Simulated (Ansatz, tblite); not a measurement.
# Si16H26 off rod (Si8Ge8H26): one state, many levels

The task here is to estimate one member of a computed series from the others.

Method: as each input shows; program: Ansatz 0.2.0, Gaussian basis.

Plan: GFN1-xTB, GFN2-xTB, PBE-D4/def2-TZVP, r2SCAN-D4/def2-TZVP, BHLYP-D4/def2-TZVP, PBE-D4/def2-SVP, PBE0-D4/def2-SVP, MP2/def2-SVP.

2 further runs of the same task are left out: 2 set aside as unsound or not needed.

## The geometry

The geometry is that of the singlet, from an earlier relaxation (r2SCAN-D4/def2-SVP).

42 atoms, charge 0, spin multiplicity 1.

Bond lengths: Ge1–Ge4 2.430 Å, Ge1–Ge5 2.429 Å, Ge1–Ge8 2.430 Å, Ge1–H19 1.545 Å, Ge2–Ge8 2.430 Å, Ge2–Si13 2.385 Å, Ge2–Si15 2.385 Å, Ge2–H20 1.543 Å, Ge3–Ge6 2.430 Å, Ge3–Ge7 2.429 Å, Ge3–Ge8 2.430 Å, Ge3–H21 1.545 Å, Ge4–Si9 2.389 Å, Ge4–H26 1.542 Å, Ge4–H27 1.542 Å, Ge5–Si10 2.390 Å, Ge5–H28 1.542 Å, Ge5–H29 1.542 Å and more. Angles: Ge4–Ge1–Ge5 108.9°, Ge4–Ge1–Ge8 110.3°, Ge4–Ge1–H19 110.0°, Ge5–Ge1–Ge8 108.0°, Ge5–Ge1–H19 110.0°, Ge8–Ge1–H19 109.6°, Ge8–Ge2–Si13 108.4°, Ge8–Ge2–Si15 108.3°, Ge8–Ge2–H20 108.0°, Si13–Ge2–Si15 110.8°, Si13–Ge2–H20 110.6°, Si15–Ge2–H20 110.6°, Ge6–Ge3–Ge7 109.0°, Ge6–Ge3–Ge8 110.3°, Ge6–Ge3–H21 110.0°, Ge7–Ge3–Ge8 108.0°, Ge7–Ge3–H21 110.0°, Ge8–Ge3–H21 109.6° and more.

PBE0-D4/def2-TZVP was run before; its log isn't repeated, and its numbers join the tables.

The first run:

Tight binding, by tblite at 300 K electronic temperature and without a spin-polarisation term:

```python
tblite.interface.Calculator('GFN1-xTB', numbers, positions, charge=0, uhf=0).singlepoint()
```

Tight binding, by tblite at 300 K electronic temperature and without a spin-polarisation term:

```python
tblite.interface.Calculator('GFN2-xTB', numbers, positions, charge=0, uhf=0).singlepoint()
```

start.molden holds the orbitals of an earlier run on this state, given as this run's starting guess.

in.yaml reads:

```yaml
crystal:
  periodic: [false, false, false]
  atoms:
    - {symbol: Ge, position_ang: [-1.705925, -1.095712, -1.076039]}
    - {symbol: Ge, position_ang: [1.151098, -1.153766, 1.683435]}
    - {symbol: Ge, position_ang: [1.099291, 1.702105, -1.076360]}
    - {symbol: Ge, position_ang: [-3.064145, 0.309705, -2.519874]}
    - {symbol: Ge, position_ang: [-0.281293, -2.498901, -2.455517]}
    - {symbol: Ge, position_ang: [-0.303867, 3.064202, -2.518632]}
    - {symbol: Ge, position_ang: [2.498506, 0.273934, -2.456286]}
    - {symbol: Ge, position_ang: [-0.274539, 0.274486, 0.329820]}
    - {symbol: Si, position_ang: [-1.636428, 1.639918, -3.898610]}
    - {symbol: Si, position_ang: [1.107806, -1.112056, -3.819224]}
    - {symbol: Si, position_ang: [-1.608824, -1.135149, 4.334922]}
    - {symbol: Si, position_ang: [1.139642, 1.608035, 4.333485]}
    - {symbol: Si, position_ang: [-0.241146, -2.536432, 3.039438]}
    - {symbol: Si, position_ang: [-0.245077, 0.245589, -5.182526]}
    - {symbol: Si, position_ang: [2.537202, 0.237125, 3.037352]}
    - {symbol: Si, position_ang: [-0.253756, 0.256337, 5.659672]}
    - {symbol: H, position_ang: [-2.472887, 2.478476, -4.820192]}
    - {symbol: H, position_ang: [1.967604, -1.974385, -4.696574]}
    - {symbol: H, position_ang: [-2.613412, -1.976109, -0.188105]}
    - {symbol: H, position_ang: [2.008828, -2.013510, 0.731095]}
    - {symbol: H, position_ang: [1.982231, 2.607257, -0.188590]}
    - {symbol: H, position_ang: [-2.518465, -1.941709, 5.210312]}
    - {symbol: H, position_ang: [-2.454029, -0.293276, 3.429573]}
    - {symbol: H, position_ang: [0.298920, 2.454953, 3.428674]}
    - {symbol: H, position_ang: [1.948807, 2.516043, 5.208165]}
    - {symbol: H, position_ang: [-3.970967, -0.575655, -3.398489]}
    - {symbol: H, position_ang: [-3.971969, 1.214136, -1.662288]}
    - {symbol: H, position_ang: [-1.151423, -3.403104, -3.351852]}
    - {symbol: H, position_ang: [0.582192, -3.412067, -1.562093]}
    - {symbol: H, position_ang: [-1.061704, -3.431555, 2.163101]}
    - {symbol: H, position_ang: [0.592241, -3.393405, 3.941333]}
    - {symbol: H, position_ang: [-1.091507, -0.622664, -6.063795]}
    - {symbol: H, position_ang: [0.626805, 1.090152, -6.062024]}
    - {symbol: H, position_ang: [0.582315, 3.971295, -3.396080]}
    - {symbol: H, position_ang: [-1.207059, 3.971758, -1.659440]}
    - {symbol: H, position_ang: [3.403953, 1.141985, -3.353420]}
    - {symbol: H, position_ang: [3.410424, -0.591192, -1.563169]}
    - {symbol: H, position_ang: [-1.145652, 1.148168, 1.261197]}
    - {symbol: H, position_ang: [3.432866, 1.055688, 2.159713]}
    - {symbol: H, position_ang: [3.393697, -0.597098, 3.938918]}
    - {symbol: H, position_ang: [-1.101773, 1.106478, 6.555275]}
    - {symbol: H, position_ang: [0.611389, -0.610072, 6.523720]}
basis:
  gaussian: {orbitals: def2-TZVP, fitting: {mean_field: def2-universal-jkfit}, initial_orbitals: start.molden}
hamiltonian: {xc: pbe, dispersion: d4}
scf: {omitted_lower_state_checks: [starts]}
output: {forces: true, orbitals: {seedname: orbitals}}
```

Run with:

```sh
$ ansatz run in.yaml --threads 4 --pin off --events-out ev --progress --plain --max-ram 46080MiB --backend cuda --devices 0, --max-vram 37GiB
```

Steps of the session up to this table: PBE-D4/def2-TZVP; r2SCAN-D4/def2-TZVP; BHLYP-D4/def2-TZVP; PBE-D4/def2-SVP; PBE0-D4/def2-SVP; MP2/def2-SVP.

One table of the session follows, with a row left open; its other results are not shown here.

It belongs to the step «Binding energy». 

```
              level  binding an atom (eV)
        HF/def2-SVP                 2.192
    PBE-D4/def2-SVP                 3.000
   PBE-D4/def2-TZVP                 3.002
r2SCAN-D4/def2-TZVP                 3.039
   PBE0-D4/def2-SVP                 3.003
  PBE0-D4/def2-TZVP                 3.007
 BHLYP-D4/def2-TZVP                     ?
       MP2/def2-SVP                 2.795
```

**Question.** Estimate the row for BHLYP-D4/def2-TZVP.

**Answer.** binding an atom (eV): 2.986. In the column «binding an atom (eV)» it lies between MP2/def2-SVP (2.795) and PBE-D4/def2-SVP (3.000).

To keep in mind: Free atoms were run apart at each level; binding is atoms less cluster, divided by the number of atoms, without zero-point or spin-orbit terms.
